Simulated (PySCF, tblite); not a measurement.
# C₄H₂BF₅: dynamics, then NMR shifts on frames, part 2 of 2

tblite 0.8.0 and PySCF 2.14.0. Atoms count from 0.

## (5) Shielding tensors: 625 fs, PBE0/pcSseg-1

Job settings and geometry (Å):

```
{"job": {"kind": "nmr", "xc": "PBE0", "basis": "pcSseg-1", "pop": false}, "charge": 0, "multiplicity": 1}
F      2.361500     1.904900    -1.320100
B      2.133500     1.304500    -0.141200
F      2.734400     1.830400     0.935000
C      1.156200     0.080300    -0.049700
C      0.289700    -0.696100    -0.331600
C     -0.707500    -1.759900    -0.158700
C     -1.888200    -1.056900     0.523000
F     -2.905000    -1.941400     0.604800
F     -1.517300    -0.488800     1.665300
F     -2.338800    -0.125400    -0.335900
H     -0.987700    -2.182500    -1.114900
H     -0.429500    -2.665300     0.407200
```

With the program's defaults for keys left out, this is: GIAO PBE0/pcSseg-1 NMR shielding, non-relativistic, gas phase.

The log of the run:

```text
coarse grid: 12104 points
cycle   1  E = -676.7338837652  dE =  1.522e+00  |g| = 1.079e+00  |ddm| = 3.363e+00
cycle   2  E = -676.5318648540  dE =  2.020e-01  |g| = 1.611e+00  |ddm| = 1.477e+00
cycle   3  E = -676.9293055282  dE = -3.974e-01  |g| = 1.313e-01  |ddm| = 8.931e-01
cycle   4  E = -676.9309031272  dE = -1.598e-03  |g| = 1.050e-01  |ddm| = 1.864e-01
cycle   5  E = -676.9334979850  dE = -2.595e-03  |g| = 2.592e-02  |ddm| = 8.102e-02
cycle   6  E = -676.9336517052  dE = -1.537e-04  |g| = 2.592e-03  |ddm| = 2.429e-02
cycle   7  E = -676.9336530871  dE = -1.382e-06  |g| = 9.289e-04  |ddm| = 3.277e-03
final grid: 124808 points
cycle   8  E = -677.0194741856  dE = -6.421e-05  |g| = 6.825e-03  |ddm| = 2.342e-02
cycle   9  E = -677.0194683022  dE =  5.883e-06  |g| = 9.276e-03  |ddm| = 1.024e-02
cycle  10  E = -677.0194823603  dE = -1.406e-05  |g| = 1.397e-03  |ddm| = 5.769e-03
cycle  11  E = -677.0194826972  dE = -3.369e-07  |g| = 7.302e-04  |ddm| = 1.401e-03
cycle  12  E = -677.0194828223  dE = -1.251e-07  |g| = 1.706e-04  |ddm| = 5.708e-04
cycle  13  E = -677.0194828284  dE = -6.132e-09  |g| = 2.890e-05  |ddm| = 1.490e-04
cycle  14  E = -677.0194828286  dE = -1.514e-10  |g| = 9.308e-06  |ddm| = 2.438e-05
converged SCF energy = -677.0194828286

GIAO shielding tensors (ppm)
atom      isotropic    diamagn.    paramagn.     s11        s22        s33       span
  0 F      230.871     467.551    -236.680     45.772    300.071    346.769    300.997
  1 B       82.710     195.801    -113.092     76.421     84.133     87.575     11.154
  2 F      238.907     467.095    -228.188     53.037    299.216    364.468    311.431
  3 C       95.016     266.029    -171.013      2.822     16.070    266.158    263.336
  4 C       81.242     266.695    -185.452    -18.283      1.215    260.795    279.078
  5 C      152.186     253.687    -101.501    135.352    142.063    179.143     43.791
  6 C       53.066     243.553    -190.488     47.624     52.661     58.912     11.288
  7 F      247.144     468.192    -221.048    159.567    244.183    337.682    178.115
  8 F      259.180     476.045    -216.865    185.689    265.748    326.101    140.412
  9 F      240.937     477.807    -236.870    159.656    230.941    332.214    172.559
 10 H       29.044      29.126      -0.082     25.200     27.844     34.089      8.889
 11 H       28.215      28.151       0.065     24.574     26.874     33.199      8.624
```

Wall time 22 s (1 thread of Arm Neoverse V1, shared host); peak memory 0.86 GiB.

In short: δ C6 133.9, C4 105.7, C3 91.9, C5 34.7, H11 3.50, H10 2.67 ppm.

## (6) Nuclear shieldings: 800 fs, PBE0/pcSseg-1

Job settings and geometry (Å):

```
{"job": {"kind": "nmr", "xc": "PBE0", "basis": "pcSseg-1", "pop": false}, "charge": 0, "multiplicity": 1}
F      2.548000     2.153300    -1.438500
B      2.239800     1.408700    -0.404700
F      2.997500     1.607300     0.595300
C      1.116700     0.388000    -0.341200
C      0.347400    -0.527500    -0.236900
C     -0.645700    -1.521600    -0.244500
C     -2.083700    -0.974700     0.104900
F     -3.080500    -1.803600    -0.151000
F     -2.220000    -0.773200     1.408300
F     -2.185300     0.195800    -0.504300
H     -0.707900    -1.940600    -1.244100
H     -0.387200    -2.348000     0.379900
```

Method: GIAO PBE0/pcSseg-1 NMR shielding, non-relativistic, gas phase.

The log of the run:

```text
coarse grid: 12104 points
cycle   1  E = -676.7404549889  dE =  1.784e+00  |g| = 1.075e+00  |ddm| = 3.683e+00
cycle   2  E = -676.5518430103  dE =  1.886e-01  |g| = 1.571e+00  |ddm| = 1.562e+00
cycle   3  E = -676.9310167692  dE = -3.792e-01  |g| = 1.540e-01  |ddm| = 9.688e-01
cycle   4  E = -676.9341382829  dE = -3.122e-03  |g| = 1.053e-01  |ddm| = 1.975e-01
cycle   5  E = -676.9367443994  dE = -2.606e-03  |g| = 2.399e-02  |ddm| = 8.002e-02
cycle   6  E = -676.9368707688  dE = -1.264e-04  |g| = 2.572e-03  |ddm| = 2.203e-02
cycle   7  E = -676.9368718024  dE = -1.034e-06  |g| = 9.400e-04  |ddm| = 2.503e-03
final grid: 124808 points
cycle   8  E = -677.0255591248  dE = -8.283e-05  |g| = 5.980e-03  |ddm| = 3.154e-02
cycle   9  E = -677.0255565349  dE =  2.590e-06  |g| = 7.446e-03  |ddm| = 1.015e-02
cycle  10  E = -677.0255658444  dE = -9.310e-06  |g| = 1.152e-03  |ddm| = 5.590e-03
cycle  11  E = -677.0255660311  dE = -1.866e-07  |g| = 6.804e-04  |ddm| = 1.260e-03
cycle  12  E = -677.0255661382  dE = -1.071e-07  |g| = 1.683e-04  |ddm| = 5.286e-04
cycle  13  E = -677.0255661442  dE = -6.010e-09  |g| = 2.834e-05  |ddm| = 1.452e-04
cycle  14  E = -677.0255661443  dE = -1.728e-10  |g| = 8.321e-06  |ddm| = 2.796e-05
converged SCF energy = -677.0255661443

GIAO shielding tensors (ppm)
atom      isotropic    diamagn.    paramagn.     s11        s22        s33       span
  0 F      249.689     466.410    -216.721     74.929    304.983    369.156    294.227
  1 B       85.939     194.649    -108.711     79.033     88.042     90.742     11.709
  2 F      238.622     466.678    -228.057     61.648    282.075    372.143    310.495
  3 C      101.049     259.484    -158.435     18.049     21.958    263.139    245.090
  4 C       84.997     268.725    -183.728    -15.582      2.110    268.461    284.043
  5 C      158.527     253.418     -94.891    136.543    155.323    183.716     47.173
  6 C       56.582     243.855    -187.273     48.079     57.454     64.212     16.134
  7 F      255.013     467.506    -212.493    181.713    251.104    332.221    150.508
  8 F      249.052     474.815    -225.764    174.770    240.613    331.771    157.000
  9 F      251.988     477.811    -225.822    177.038    257.501    321.426    144.388
 10 H       28.788      28.417       0.370     24.130     28.629     33.604      9.474
 11 H       29.503      28.372       1.131     24.848     28.759     34.902     10.054
```

Run time: 22 s. Hardware: 1 thread of Arm Neoverse V1, shared host; peak memory 0.86 GiB.

In short: δ C6 130.3, C4 101.9, C3 85.9, C5 28.4, H10 2.93, H11 2.21 ppm.

## (7) Shielding tensors: 1000 fs, PBE0/pcSseg-1

Job settings and geometry (Å):

```
{"job": {"kind": "nmr", "xc": "PBE0", "basis": "pcSseg-1", "pop": false}, "charge": 0, "multiplicity": 1}
F      2.009000     1.917700    -1.031300
B      2.319400     1.150700    -0.062900
F      3.522700     1.268400     0.349700
C      1.286900     0.114600     0.306400
C      0.487800    -0.762000     0.056500
C     -0.546100    -1.666700    -0.163800
C     -1.970900    -1.184200     0.223600
F     -2.765000    -2.061300    -0.397100
F     -2.229900    -1.125200     1.497000
F     -2.143400     0.030600    -0.296800
H     -0.589800    -1.912400    -1.255100
H     -0.261600    -2.559500     0.383400
```

With the program's defaults for keys left out, this is: GIAO PBE0/pcSseg-1 NMR shielding, non-relativistic, gas phase.

The log of the run:

```text
coarse grid: 12104 points
cycle   1  E = -676.7377280309  dE =  1.838e+00  |g| = 1.063e+00  |ddm| = 3.566e+00
cycle   2  E = -676.5495688373  dE =  1.882e-01  |g| = 1.553e+00  |ddm| = 1.512e+00
cycle   3  E = -676.9220697919  dE = -3.725e-01  |g| = 1.859e-01  |ddm| = 9.118e-01
cycle   4  E = -676.9279114939  dE = -5.842e-03  |g| = 1.044e-01  |ddm| = 2.074e-01
cycle   5  E = -676.9304797644  dE = -2.568e-03  |g| = 2.454e-02  |ddm| = 7.708e-02
cycle   6  E = -676.9306097754  dE = -1.300e-04  |g| = 2.838e-03  |ddm| = 2.205e-02
cycle   7  E = -676.9306108852  dE = -1.110e-06  |g| = 1.220e-03  |ddm| = 2.783e-03
final grid: 124808 points
cycle   8  E = -677.0200978120  dE = -8.486e-05  |g| = 5.810e-03  |ddm| = 3.300e-02
cycle   9  E = -677.0200950611  dE =  2.751e-06  |g| = 7.498e-03  |ddm| = 9.270e-03
cycle  10  E = -677.0201042228  dE = -9.162e-06  |g| = 7.801e-04  |ddm| = 4.846e-03
cycle  11  E = -677.0201042791  dE = -5.628e-08  |g| = 5.468e-04  |ddm| = 9.833e-04
cycle  12  E = -677.0201043432  dE = -6.410e-08  |g| = 1.942e-04  |ddm| = 4.514e-04
cycle  13  E = -677.0201043519  dE = -8.696e-09  |g| = 3.200e-05  |ddm| = 1.568e-04
cycle  14  E = -677.0201043521  dE = -2.110e-10  |g| = 1.033e-05  |ddm| = 2.918e-05
converged SCF energy = -677.0201043521

GIAO shielding tensors (ppm)
atom      isotropic    diamagn.    paramagn.     s11        s22        s33       span
  0 F      228.246     470.338    -242.091     51.827    274.444    358.469    306.642
  1 B       85.443     195.753    -110.310     78.046     87.010     91.275     13.229
  2 F      262.825     464.175    -201.350    103.125    304.697    380.654    277.529
  3 C       99.034     268.217    -169.182     10.570     23.744    262.789    252.219
  4 C       74.647     271.106    -196.459    -30.339     -8.625    262.905    293.244
  5 C      155.760     252.688     -96.928    134.477    153.215    179.588     45.111
  6 C       58.217     245.817    -187.600     52.162     57.877     64.612     12.450
  7 F      243.545     469.715    -226.169    166.457    232.342    331.837    165.380
  8 F      271.986     472.162    -200.175    209.746    275.905    330.307    120.561
  9 F      255.533     478.769    -223.236    177.059    255.673    333.866    156.807
 10 H       27.800      28.736      -0.937     22.952     28.410     32.037      9.085
 11 H       28.655      27.437       1.218     23.531     28.893     33.541     10.009
```

It took 22 s on 1 thread of Arm Neoverse V1, shared host; peak memory 0.86 GiB.

Key values: δ C6 128.7, C4 112.3, C3 87.9, C5 31.2, H10 3.92, H11 3.06 ppm.

## (8) Run by run: NMR shifts

Shifts (ppm) of some atoms, chosen among heavy atoms and hydrogens apart, with basis size and wall time:

```csv
frame,H10,H11,F2,F7,F0,F8,F9,functions,time
250 fs,4.16,3.61,-55.0,-60.5,-66.6,-68.4,-94.4,180,34 s
425 fs,3.44,4.43,-67.8,-73.9,-54.1,-79.7,-42.5,180,25 s
625 fs,2.67,3.50,-68.0,-76.2,-59.9,-88.2,-70.0,180,22 s
800 fs,2.93,2.21,-67.7,-84.1,-78.7,-78.1,-81.0,180,22 s
1000 fs,3.92,3.06,-91.9,-72.6,-57.3,-101.0,-84.6,180,22 s
```

## (9) Outcome

What follows sums up all 2 parts.

| quantity | value |
| --- | --- |
| thermostat | 300 K |
| mean temperature, second half | 283 K |
| mean potential energy above the minimum | 0.44 eV |
| 13C shifts against TMS (PBE0/pcSseg-1, 250 fs) | 133.3, 106.9, 85.6, 36.2 ppm |
| 1H shifts against TMS (PBE0/pcSseg-1, 250 fs) | 4.16, 3.61 ppm |
| 19F shifts against CFCl3 (PBE0/pcSseg-1, 250 fs) | -55.0, -60.5, -66.6, -68.4, -94.4 ppm |
| 11B shifts against BF3·OEt2 (PBE0/pcSseg-1, 250 fs) | 17.5 ppm |
| surface potential, 1st and 99th percentile | -0.68 V and 2.01 V |
| range of the shift of F9 | -94.4 to -42.5 ppm |

**Reading.** In the second half the potential energy averages 0.44 eV above the minimum; equipartition over 30 harmonic modes at 300 K would give 0.39 eV. With 12 atoms the temperature swings widely (189 to 488 K). Shifts at one fixed geometry are not the observed spectrum, which averages over the motion. By nearest atom (PBE0/pcSseg-1), the HOMO sits on C3, C4 about 42 % each and the LUMO on B1 39 %; C4 25 %. Across the 5 runs the shift of F9 moves most, between -94.4 (250 fs) and -42.5 ppm (425 fs).
